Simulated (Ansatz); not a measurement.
# LaN: a single-point run

Aim: a sound single-point run of LaN. The structure is shown as the input types it. The cell is built on a prototype (zincblende) and needn't be the phase found in nature.

Program: Ansatz 0.2.0. Level of theory: density functional or hybrid calculation with the settings of its input, plane waves (as first typed). These are calculated values, not measurements.

3 further runs of the same task are left out: 2 for a known fault of the program, 1 that didn't finish.

## 1. Starting point

The structure is cubic, space group F-43m (No. 216). Conventional cell: a = 5.605 Å, b = 5.605 Å, c = 5.605 Å, α = 90.00°, β = 90.00°, γ = 90.00°. Around La (site symmetry -43m) lie 4 N at 2.43 Å. N (site symmetry -43m) has 4 La at 2.43 Å as nearest neighbours.

As a file:

```cif
data_structure
_symmetry_space_group_name_H-M 'F-43m'
_symmetry_Int_Tables_number 216
_cell_length_a 5.6048
_cell_length_b 5.6048
_cell_length_c 5.6048
_cell_angle_alpha 90.000
_cell_angle_beta 90.000
_cell_angle_gamma 90.000
_cell_volume 176.07
loop_
_atom_site_label
_atom_site_type_symbol
_atom_site_symmetry_multiplicity
_atom_site_Wyckoff_symbol
_atom_site_fract_x
_atom_site_fract_y
_atom_site_fract_z
_atom_site_occupancy
La1 La 4 a 0.00000 0.00000 0.00000 1
N1 N 4 d 0.25000 0.25000 0.75000 1
```

## 2. The run

The input, input.yaml:

```yaml
crystal:
  lattice:
    - [0.0, 2.8023844601, 2.8023844601]
    - [2.8023844601, 0.0, 2.8023844601]
    - [2.8023844601, 2.8023844601, 0.0]
  atoms:
    - { symbol: La, position: [0.0, 0.0, 0.0] }
    - { symbol: "N", position: [0.25, 0.25, 0.25] }
kpoints:
  mp_grid: { grid: [6, 6, 6] }
hamiltonian:
  xc: r2scan
scf:
  occupations: { method: fixed }
  n_extra_bands: 4
  max_iter: 68
output:
  forces: true
  stress: true
  eigenvalues: true
basis:
  ecutwfc: 120
```

Launch:

```sh
$ ansatz run input.yaml --threads 4 --pin off --max-ram 3686MiB --backend cpu --events-out ev --progress --plain --runs-dir out
```

What happens when this is run?

The run converged and reported no error, with warnings (cutoff below recommended, metallic iterate). It gives a pressure of 21 GPa, which is large; a structure far from rest gives such values too, whatever the setting.

In the input, basis.ecutwfc is 120. With so few plane waves the basis is incomplete by a wide margin. The potentials' recommended cutoff is 500 eV.

The test: delete basis.ecutwfc (the default then holds).
